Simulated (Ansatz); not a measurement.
# Pb: pressure up to the limit of the methods

The task here is to estimate one member of a computed series from the others.

Computed with Ansatz 0.2.0 (DFT PBEsol, with the methods named in each step, unless a step's input says otherwise).

1 further run of the same task is left out (it didn't finish). Runs told in other sessions of the task aren't counted.

## Starting point

Symmetry: Fm-3m, No. 225, cubic system. Conventional cell: a = 4.927 Å, b = 4.927 Å, c = 4.927 Å, α = 90.00°, β = 90.00°, γ = 90.00°. Pb (site symmetry m-3m) is surrounded by 12 Pb at 3.48 Å.

Coordinates:

```xyz
1
Lattice="0.0000 2.4635 2.4635 2.4635 0.0000 2.4635 2.4635 2.4635 0.0000" Properties=species:S:1:pos:R:3 pbc="T T T"
Pb    0.0000    0.0000    0.0000
```

Whether this phase is the stable one at these pressures isn't tested.

The first run:

The input, input.yaml:

```yaml
crystal:
  lattice:
    - [0.0, 2.463523714, 2.463523714]
    - [2.463523714, 0.0, 2.463523714]
    - [2.463523714, 2.463523714, 0.0]
  atoms:
    - { symbol: Pb, position: [0.0, 0.0, 0.0] }
kpoints:
  mp_grid: { grid: [15, 15, 15] }
scf:
  occupations: { method: fermi_dirac, width: 0.1 }
hamiltonian:
  xc: pbesol
  pseudopotentials: { kind: paw }
output:
  forces: true
  stress: true
relax:
  f_tol: 0.005
  max_steps: 40
  cell: {}
```

Started as:

```console
$ ansatz run input.yaml --threads 1 --pin off --max-ram 2048MiB --backend cpu --events-out ev --progress --plain --runs-dir out
```

Among the steps run: Cell relaxed at zero pressure, PAW; Volume scaled by 1, PAW; Volume scaled by 0.95, PAW; Volume scaled by 0.85, PAW; Volume scaled by 0.75, PAW; Volume scaled by 0.65, PAW; Volume scaled by 0.65, PAW (level accurate); Volume scaled by 0.55, PAW; Volume scaled by 0.45, PAW; Volume scaled by 0.4, PAW; Volume scaled by 0.4, PAW (level accurate).

One of the session's tables, all rows but one given; the rest of the session is left out.

```
              method  volume over the first  volume (Å³/atom)  pressure (GPa)
                 PAW                      1            30.041           -0.02
                 PAW                   0.95                 ?               ?
                 PAW                   0.85            25.535           11.39
                 PAW                   0.75            22.531           27.50
                 PAW                   0.65            19.527           58.81
                 PAW                   0.55            16.523          123.44
                 PAW                   0.45            13.519          271.32
                 PAW                    0.4            12.017          416.87
PAW (level accurate)                   0.65            19.527           58.95
PAW (level accurate)                    0.4            12.017          416.93
```

**Question.** Estimate the row for PAW, 0.95.

**Answer.** volume (Å³/atom): 28.539; pressure (GPa): 2.73. In the column «volume (Å³/atom)» it lies between PAW, 0.85 (25.535) and PAW, 1 (30.041).

Caveats from the session: At pressures up to 417 GPa the PAW spheres may overlap and frozen cores may not hold, so those PAW values are rough without an all-electron check.
